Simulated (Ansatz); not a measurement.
I need harmonic frequencies at the relaxed geometry of ClFGeH₃NSi, SMILES [F][Ge]1([Cl])[NH][SiH2]1. Use Ansatz's Python interface. Level of theory (for the species named): PBE, def2-SVP basis, multiplicity 1, D4 dispersion.

The script reads `clfgeh3nsi.xyz`:
```text
8

F    -1.59730    1.78670    0.25010
Ge   -0.07660    1.06270    0.39060
Cl    1.30470    1.84860    1.82260
N    -0.23050   -0.76580    0.68260
Si    0.49300   -0.76880   -0.91880
H    -1.31400   -0.96630    0.51170
H     1.92280   -1.18270   -0.80330
H    -0.41000   -1.07140   -1.99120
```

`clfgeh3nsi_freq.py`:
```python
"""Harmonic frequencies of ClFGeH3NSi at its relaxed geometry."""

import itertools

import ansatz as az
from ase.data import atomic_numbers, covalent_radii
import numpy as np

config = {
    "basis": "def2-SVP",
    "functional": "pbe",
    "dispersion": "d4",
}

molecule = az.Crystal.molecule_from_extxyz("clfgeh3nsi.xyz")

base = (
    molecule.calculation()
    .basis(gaussian=config["basis"])
    .functional(config["functional"], dispersion=config["dispersion"])
)
symbols = [site.symbol for site in molecule.cartesian_sites]
start = np.array([site.position_ang for site in molecule.cartesian_sites], dtype=float)
r = base.relax(force_tolerance=0.003).run(threads=1).report
end = np.array(r["positions_ang"])

# pairs closer than 1.2 times the sum of covalent radii, before or after
radius = [covalent_radii[atomic_numbers[s]] for s in symbols]
span = lambda where, i, j: np.linalg.norm(where[i] - where[j])
bonded = [(i, j) for i, j in itertools.combinations(range(len(symbols)), 2) if min(span(start, i, j), span(end, i, j)) < 1.2 * (radius[i] + radius[j])]
print("pair        before    after (A)")
for i, j in bonded:
    print(f"{symbols[i]}{i}-{symbols[j]}{j}".ljust(10), f"{span(start, i, j):8.4f} {span(end, i, j):8.4f}")

# frequencies need a stationary point, so they are taken at the relaxed geometry
minimum = az.Crystal.molecule()
for symbol, place in zip(symbols, end):
    minimum = minimum.atom(symbol, place.tolist())
vibrating = (
    minimum.calculation()
    .basis(gaussian=config["basis"])
    .functional(config["functional"], dispersion=config["dispersion"])
    .phonons(temperatures=(298.15, 498.15, 100))
)
vib = vibrating.run(threads=1).report["vibrations"]
sums = vib["harmonic_sums"]
modes = [m["omega_inv_cm"] for m in sums["modes_at_gamma"] if m["rigid_motion"] == "no"]
for number, w in enumerate(modes, start=1):
    print(f"mode {number:2d} {w:9.1f} 1/cm {w / 8065.544 * 1000:8.2f} meV")
print("imaginary modes:", sum(w < 0 for w in modes), " zero-point energy:", round(sums["zero_point_energy_ev"], 4), "eV")
print("T (K)   F_vib (eV)   S_vib (meV/K)   C_vib (meV/K)")
for row in zip(sums["temperatures_k"], sums["vibrational_free_energy_ev"], vib["entropy_ev_per_k"], vib["heat_capacity_ev_per_k"]):
    print(f"{row[0]:6.1f} {row[1]:11.4f} {1000 * row[2]:13.4f} {1000 * row[3]:15.4f}")
```

```console
$ python clfgeh3nsi_freq.py
pair        before    after (A)
F0-Ge1       1.6901   1.7599
Ge1-Cl2      2.1392   2.1728
Ge1-N3       1.8581   1.8572
Ge1-Si4      2.3224   2.3151
N3-Si4       1.7573   1.7608
N3-H5        1.1151   1.0243
Si4-H6       1.4930   1.5063
Si4-H7       1.4342   1.5060
mode  1      95.6 1/cm    11.85 meV
mode  2     142.9 1/cm    17.71 meV
mode  3     176.9 1/cm    21.93 meV
mode  4     200.7 1/cm    24.88 meV
mode  5     325.4 1/cm    40.35 meV
mode  6     345.9 1/cm    42.89 meV
mode  7     432.4 1/cm    53.62 meV
mode  8     469.8 1/cm    58.24 meV
mode  9     522.0 1/cm    64.72 meV
mode 10     616.6 1/cm    76.45 meV
mode 11     678.5 1/cm    84.13 meV
mode 12     725.5 1/cm    89.95 meV
mode 13     849.0 1/cm   105.26 meV
mode 14     925.7 1/cm   114.77 meV
mode 15     970.5 1/cm   120.32 meV
mode 16    2141.7 1/cm   265.54 meV
mode 17    2155.7 1/cm   267.27 meV
mode 18    3502.6 1/cm   434.27 meV
imaginary modes: 0  zero-point energy: 0.9471 eV
T (K)   F_vib (eV)   S_vib (meV/K)   C_vib (meV/K)
 298.1      0.8532        0.7326          0.8157
 398.1      0.7668        0.9911          0.9690
 498.1      0.6560        1.2201          1.0727
```

Caveats:
- These settings explore the input space; basis and method may be short of convergence.
- The frequencies are harmonic and unscaled, in a modest basis.
- The whole script took 3 min on 1 thread of Arm Neoverse V2, with other jobs on the host, peak memory 0.26 GiB.
